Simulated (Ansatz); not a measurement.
**Relaxation of ZrAsO**

Wanted: the geometry at rest of ZrAsO (a known structure type filled with other elements, at an estimated volume), relaxing the atoms in a fixed cell, and its electronic structure there.

All numbers below are computed with Ansatz 0.2.0 (DFT, r2SCAN, no spin polarisation, plane waves, PAW).

The structure is tetragonal, space group P4/nmm (No. 129). Conventional cell: a = 3.463 Å, b = 3.463 Å, c = 6.648 Å, α = 90.00°, β = 90.00°, γ = 90.00°. Around Zr (site symmetry 4mm) lie 4 O at 2.10 Å and 5 As at 2.80 to 2.92 Å. As (site symmetry 4mm) has 5 Zr at 2.80 to 2.92 Å and 4 As at 2.91 Å as nearest neighbours. Around O (site symmetry -4m2) lie 4 Zr at 2.10 Å.

Coordinates:

```cif
data_structure
_symmetry_space_group_name_H-M 'P 1'
_symmetry_Int_Tables_number 1
_cell_length_a 3.4630
_cell_length_b 3.4630
_cell_length_c 6.6477
_cell_angle_alpha 90.000
_cell_angle_beta 90.000
_cell_angle_gamma 90.000
_cell_volume 79.72
loop_
_atom_site_label
_atom_site_type_symbol
_atom_site_fract_x
_atom_site_fract_y
_atom_site_fract_z
_atom_site_occupancy
Zr1 Zr 0.00000 0.50000 0.17890 1
Zr2 Zr 0.50000 0.00000 0.82110 1
As1 As 0.00000 0.50000 0.61830 1
As2 As 0.50000 0.00000 0.38170 1
O1 O 0.00000 0.00000 0.00000 1
O2 O 0.50000 0.50000 0.00000 1
```

It starts from an earlier solution of the starting cell (checkpoint.read).

The structure above is the start of the run; the results belong to its end.

| quantity | value |
| --- | --- |
| moves | 3 |
| energy gained | 22.5 meV/atom |
| largest move | 0.08 Å (As) |
| space group (0.01 Å), before / after | P4/nmm / P4/nmm |
| pressure left in the fixed cell | 22.0 GPa |
| character | metal |
| density of states, mean within 0.25 eV of the Fermi level | 3.4 per eV per cell |
| Bader charges | Zr +2.19, As -0.87, O -1.32 e |

**Reading.** In the fixed cell the largest move of an atom is 0.08 Å; the energy fell by 22.5 meV per atom. The fixed cell still holds a mean pressure of 22.0 GPa, so it would expand if let free. With 16 symmetry operations imposed, the end may be a saddle point towards distortions that break them. Bands cross the Fermi level: a metal; within 0.25 eV of the Fermi level the density of states averages 3.4 per eV per cell, mostly As p (43 %) and Zr d (39 %). By Bader's partition Zr gives up most (+2.19 e) and O takes most (-1.32 e).

Caveats: the SCF threshold is loose for a stress.

**Question.** Which input and command would start the first run of this session?

A: The one that was run. It is one of several that fit.

input.yaml

```yaml
crystal:
  lattice:
    - [3.463002, 0.0, 0.0]
    - [0.0, 3.463002, 0.0]
    - [0.0, 0.0, 6.647712]
  atoms:
    - { symbol: Zr, position: [0.0, 0.5, 0.1789] }
    - { symbol: Zr, position: [0.5, 0.0, 0.8211] }
    - { symbol: As, position: [0.0, 0.5, 0.6183] }
    - { symbol: As, position: [0.5, 0.0, 0.3817] }
    - { symbol: O, position: [0.0, 0.0, 0.0] }
    - { symbol: O, position: [0.5, 0.5, 0.0] }
  symmetry: { tolerance: 0.0003 }
kpoints:
  mp_grid: { grid: [8, 8, 5], shift: [0, 0, 0] }
magnetization:
  spin_polarized: false
scf:
  occupations: { method: fermi_dirac }
  lower_state_search: "off"
hamiltonian:
  pseudopotentials: { kind: paw }
  xc: r2scan
basis:
  ecutwfc: 500
  fft_grid_basis: typed
relax:
  max_steps: 40
output:
  forces: true
  stress: true
  eigenvalues: true
  bader: true
  populations: true
  elf: true
  write_potential: true
  volumetric_format: npy
  dos:
    e_range: [-12, 8]
    de: 0.05
    projected: { site_lists: { As: [As], O: [O], Zr: [Zr] } }
  write_density: true
checkpoint:
  read: saved_state
```

Started as:

```bash
$ ansatz run input.yaml --threads 2 --pin off --max-ram 3584MiB --backend cpu --events-out ev --progress --plain --runs-dir out
```
